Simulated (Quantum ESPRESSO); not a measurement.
# Cu (Im-3m) in Quantum ESPRESSO: settings compared

One crystal, Cu, is run at these levels: PBEsol, LDA; tasks: single point.

Everything below comes from runs of Quantum ESPRESSO 7.5. Logs are shortened: lines on timing, memory, paths and dates and some standing lists are left out, and cuts for length are marked.

### Step 1. The crystal as given

It takes space group Im-3m (No. 229, cubic). Conventional cell: a = 3.350 Å, b = 3.350 Å, c = 3.350 Å, α = 90.00°, β = 90.00°, γ = 90.00°. Cu (site symmetry m-3m) has 8 Cu at 2.90 Å as nearest neighbours.

The cell was built by a generator and needn't be a form met in nature.

### Step 2. Single point, PBEsol

Contents of pw.in:

```
&CONTROL
  calculation = 'scf'
  prefix = 'pwscf'
  outdir = './tmp'
  pseudo_dir = './pseudo'
  tprnfor = .true.
  tstress = .true.
  disk_io = 'nowf'
/
&SYSTEM
  ibrav = 0
  nat = 1
  ntyp = 1
  ecutwfc = 56
  ecutrho = 448
  nbnd = 16
  occupations = 'smearing'
  smearing = 'mp'
  degauss = 0.00734986
/
&ELECTRONS
  conv_thr = 2d-10
  electron_maxstep = 120
  mixing_beta = 0.5
/
ATOMIC_SPECIES
Cu    63.5460 cu_pbesol_v1.2.uspp.F.UPF
CELL_PARAMETERS angstrom
  -1.6750000000    1.6750000000    1.6750000000
   1.6750000000   -1.6750000000    1.6750000000
   1.6750000000    1.6750000000   -1.6750000000
ATOMIC_POSITIONS crystal
Cu     0.0000000000    0.0000000000    0.0000000000
K_POINTS automatic
18 18 18 0 0 0
```

Potentials or basis: GBRV 1.5 PBEsol.

Run with:

```console
$ OMP_NUM_THREADS=1 pw.x -in pw.in > pw.out
```

pw.out:

```text
This program is part of the open-source Quantum ESPRESSO suite
     for quantum simulation of materials; please cite
[... 9 lines left out ...]
     --------------------
     sticks:   dense  smooth     PW     G-vecs:    dense   smooth      PW
     Sum        1019     499    181                20377     7107    1601

     Using Slab Decomposition

     bravais-lattice index     =            0
     lattice parameter (alat)  =       5.4824  a.u.
     unit-cell volume          =     126.8531 (a.u.)^3
     number of atoms/cell      =            1
     number of atomic types    =            1
     number of electrons       =        19.00
     number of Kohn-Sham states=           16
     kinetic-energy cutoff     =      56.0000  Ry
     charge density cutoff     =     448.0000  Ry
     scf convergence threshold =      2.0E-10
     mixing beta               =       0.5000
     number of iterations used =            8  plain     mixing
     Exchange-correlation= SLA  PW   PSX  PSC
                           (   1   4  10   8   0   0   0)

     celldm(1)=   5.482445  celldm(2)=   0.000000  celldm(3)=   0.000000
     celldm(4)=   0.000000  celldm(5)=   0.000000  celldm(6)=   0.000000

     crystal axes: (cart. coord. in units of alat)
               a(1) = (  -0.577350   0.577350   0.577350 )
               a(2) = (   0.577350  -0.577350   0.577350 )
               a(3) = (   0.577350   0.577350  -0.577350 )

     reciprocal axes: (cart. coord. in units 2 pi/alat)
               b(1) = ( -0.000000  0.866025  0.866025 )
               b(2) = (  0.866025 -0.000000  0.866025 )
               b(3) = (  0.866025  0.866025  0.000000 )

     PseudoPot. # 1 for Cu read from file:
     cu_pbesol_v1.2.uspp.F.UPF
     Pseudo is Ultrasoft + core correction, Zval = 19.0
     Generated by new atomic code, or converted to UPF format
     Using radial grid of  867 points,  6 beta functions with:
                l(1) =   0
                l(2) =   0
                l(3) =   1
                l(4) =   1
                l(5) =   2
                l(6) =   2
     Q(r) pseudized with  8 coefficients,  rinner =    1.150   1.150   1.150
                                                       1.150   1.150

     atomic species   valence    mass     pseudopotential
     Cu               19.00    63.54600     Cu( 1.00)

     48 Sym. Ops., with inversion, found

   Cartesian axes

     site n.     atom                  positions (alat units)
         1        Cu     tau(   1) = (   0.0000000   0.0000000   0.0000000  )

     number of k points=   195  Methfessel-Paxton smearing, width (Ry)=  0.0073

     Number of k-points >= 100: set verbosity='high' to print them.

     Dense  grid:    20377 G-vectors     FFT dimensions: (  40,  40,  40)

     Smooth grid:     7107 G-vectors     FFT dimensions: (  27,  27,  27)

     Check: negative core charge=   -0.000002

     Initial potential from superposition of free atoms

     starting charge      18.0000, renormalised to      19.0000
     Starting wfcs are   13 randomized atomic wfcs +    3 random wfcs

     Self-consistent Calculation

     iteration #  1     ecut=    56.00 Ry     beta= 0.50
     Davidson diagonalization with overlap
     ethr =  1.00E-02,  avg # of iterations =  6.1

     total energy              =    -398.95689331 Ry
     estimated scf accuracy    <       8.12672985 Ry

     iteration #  2     ecut=    56.00 Ry     beta= 0.50
     Davidson diagonalization with overlap
     ethr =  1.00E-02,  avg # of iterations =  3.0

     total energy              =    -402.99911686 Ry
     estimated scf accuracy    <       9.30774203 Ry

     iteration #  3     ecut=    56.00 Ry     beta= 0.50
     Davidson diagonalization with overlap
     ethr =  1.00E-02,  avg # of iterations =  2.0

     total energy              =    -403.48402218 Ry
     estimated scf accuracy    <       1.31017654 Ry

     iteration #  4     ecut=    56.00 Ry     beta= 0.50
     Davidson diagonalization with overlap
     ethr =  6.90E-03,  avg # of iterations =  1.0

     total energy              =    -403.48703542 Ry
     estimated scf accuracy    <       0.43291009 Ry

     iteration #  5     ecut=    56.00 Ry     beta= 0.50
     Davidson diagonalization with overlap
     ethr =  2.28E-03,  avg # of iterations =  1.0

     total energy              =    -403.37071804 Ry
     estimated scf accuracy    <       0.29838409 Ry

     iteration #  6     ecut=    56.00 Ry     beta= 0.50
     Davidson diagonalization with overlap
     ethr =  1.57E-03,  avg # of iterations =  2.1

     total energy              =    -403.45664894 Ry
     estimated scf accuracy    <       0.06262580 Ry

     iteration #  7     ecut=    56.00 Ry     beta= 0.50
     Davidson diagonalization with overlap
     ethr =  3.30E-04,  avg # of iterations =  1.1

     total energy              =    -403.44851244 Ry
     estimated scf accuracy    <       0.07953392 Ry

     iteration #  8     ecut=    56.00 Ry     beta= 0.50
     Davidson diagonalization with overlap
     ethr =  3.30E-04,  avg # of iterations =  1.0

     total energy              =    -403.44029789 Ry
     estimated scf accuracy    <       0.03425903 Ry

     iteration #  9     ecut=    56.00 Ry     beta= 0.50
     Davidson diagonalization with overlap
     ethr =  1.80E-04,  avg # of iterations =  1.0

     total energy              =    -403.44440068 Ry
     estimated scf accuracy    <       0.00021019 Ry

     iteration # 10     ecut=    56.00 Ry     beta= 0.50
     Davidson diagonalization with overlap
     ethr =  1.11E-06,  avg # of iterations =  2.9

     total energy              =    -403.44474301 Ry
     estimated scf accuracy    <       0.00164347 Ry

     iteration # 11     ecut=    56.00 Ry     beta= 0.50
     Davidson diagonalization with overlap
     ethr =  1.11E-06,  avg # of iterations =  2.0

     total energy              =    -403.44425592 Ry
     estimated scf accuracy    <       0.00150450 Ry

     iteration # 12     ecut=    56.00 Ry     beta= 0.50
     Davidson diagonalization with overlap
     ethr =  1.11E-06,  avg # of iterations =  2.0

     total energy              =    -403.44434910 Ry
     estimated scf accuracy    <       0.00006421 Ry

     iteration # 13     ecut=    56.00 Ry     beta= 0.50
     Davidson diagonalization with overlap
     ethr =  3.38E-07,  avg # of iterations =  1.9

     total energy              =    -403.44435824 Ry
     estimated scf accuracy    <       0.00009647 Ry

     iteration # 14     ecut=    56.00 Ry     beta= 0.50
     Davidson diagonalization with overlap
     ethr =  3.38E-07,  avg # of iterations =  1.3

     total energy              =    -403.44436530 Ry
     estimated scf accuracy    <       0.00000621 Ry

     iteration # 15     ecut=    56.00 Ry     beta= 0.50
     Davidson diagonalization with overlap
     ethr =  3.27E-08,  avg # of iterations =  1.9

     total energy              =    -403.44436449 Ry
     estimated scf accuracy    <       0.00000298 Ry

     iteration # 16     ecut=    56.00 Ry     beta= 0.50
     Davidson diagonalization with overlap
     ethr =  1.57E-08,  avg # of iterations =  2.0

     total energy              =    -403.44436467 Ry
     estimated scf accuracy    <       0.00000553 Ry

     iteration # 17     ecut=    56.00 Ry     beta= 0.50
     Davidson diagonalization with overlap
     ethr =  1.57E-08,  avg # of iterations =  1.3

     total energy              =    -403.44436551 Ry
     estimated scf accuracy    <       0.00000030 Ry

     iteration # 18     ecut=    56.00 Ry     beta= 0.50
     Davidson diagonalization with overlap
     ethr =  1.59E-09,  avg # of iterations =  2.0

     total energy              =    -403.44436557 Ry
     estimated scf accuracy    <       0.00000001 Ry

     iteration # 19     ecut=    56.00 Ry     beta= 0.50
     Davidson diagonalization with overlap
     ethr =  5.83E-11,  avg # of iterations =  1.9

     total energy              =    -403.44436557 Ry
     estimated scf accuracy    <          6.8E-10 Ry

     iteration # 20     ecut=    56.00 Ry     beta= 0.50
     Davidson diagonalization with overlap
     ethr =  3.59E-12,  avg # of iterations =  2.0

     End of self-consistent calculation

     Number of k-points >= 100: set verbosity='high' to print the bands.

     the Fermi energy is     8.2318 ev

!    total energy              =    -403.44436557 Ry
     estimated scf accuracy    <          4.8E-12 Ry
     smearing contrib. (-TS)   =       0.00000818 Ry
     internal energy E=F+TS    =    -403.44437376 Ry

     The total energy is F=E-TS. E is the sum of the following terms:
     one-electron contribution =    -328.36178125 Ry
     hartree contribution      =     170.69417012 Ry
     xc contribution           =     -38.25031911 Ry
     ewald contribution        =    -207.52644352 Ry

     convergence has been achieved in  20 iterations

     Forces acting on atoms (cartesian axes, Ry/au):

     atom    1 type  1   force =     0.00000000    0.00000000    0.00000000

     Total force =     0.000000     Total SCF correction =     0.000000

     Computing stress (Cartesian axis) and pressure

          total   stress  (Ry/bohr**3)                   (kbar)     P=     -233.99
  -0.00159065  -0.00000000  -0.00000000         -233.99       -0.00       -0.00
  -0.00000000  -0.00159065  -0.00000000           -0.00     -233.99       -0.00
  -0.00000000  -0.00000000  -0.00159065           -0.00       -0.00     -233.99

=------------------------------------------------------------------------------=
   JOB DONE.
=------------------------------------------------------------------------------=
```

Run time: 64 s. Hardware: 1 thread of Intel Xeon Platinum 8488C (Sapphire Rapids), shared host; peak memory 0.14 GiB.

What came out:

```
Free energy            : -5489.1402 eV
Pressure               : -23.4 GPa
Band gap on the k mesh : none (metal or under the smearing width)
```

Caveat: so large a pressure means that the cell lies far from this level's equilibrium, or that cutoff or potentials fall short.

### Step 3. Single point, LDA

pw.in, as its differences from that of step 2:

```diff
@@ -26,3 +26,3 @@
 ATOMIC_SPECIES
-Cu    63.5460 cu_pbesol_v1.2.uspp.F.UPF
+Cu    63.5460 cu_lda_v1.2.uspp.F.UPF
 CELL_PARAMETERS angstrom
```

Potentials or basis: GBRV 1.5 LDA.

Run with:

```console
$ OMP_NUM_THREADS=1 pw.x -in pw.in > pw.out
```

Wall time 53 s (1 thread of Intel Xeon 6975P-C (Granite Rapids), shared host); peak memory 0.15 GiB.

Results (log left out):

- Free energy: -5489.4602 eV
- Pressure: -25.8 GPa
- Band gap on the k mesh: none (metal or under the smearing width)

Levels at points of the mesh, in eV from the Fermi level:
```tsv
k point	band 5	band 6	band 7	band 8	band 9	band 10	band 11	band 12	band 13	band 14
(0.00, 0.00, 0.00)	-6.41	-2.00	-2.00	-2.00	-1.48	-1.48	19.14	19.14	19.14	20.75
(0.00, 0.00, -0.50)	-3.03	-2.34	-1.52	-1.44	-1.13	0.41	2.29	12.49	13.72	16.54
(-0.50, -0.50, -0.50)	-2.69	-2.69	-1.21	-1.21	-1.21	6.35	6.35	6.35	8.88	10.79
```

Caveat: so large a pressure means that the cell lies far from this level's equilibrium, or that cutoff or potentials fall short.
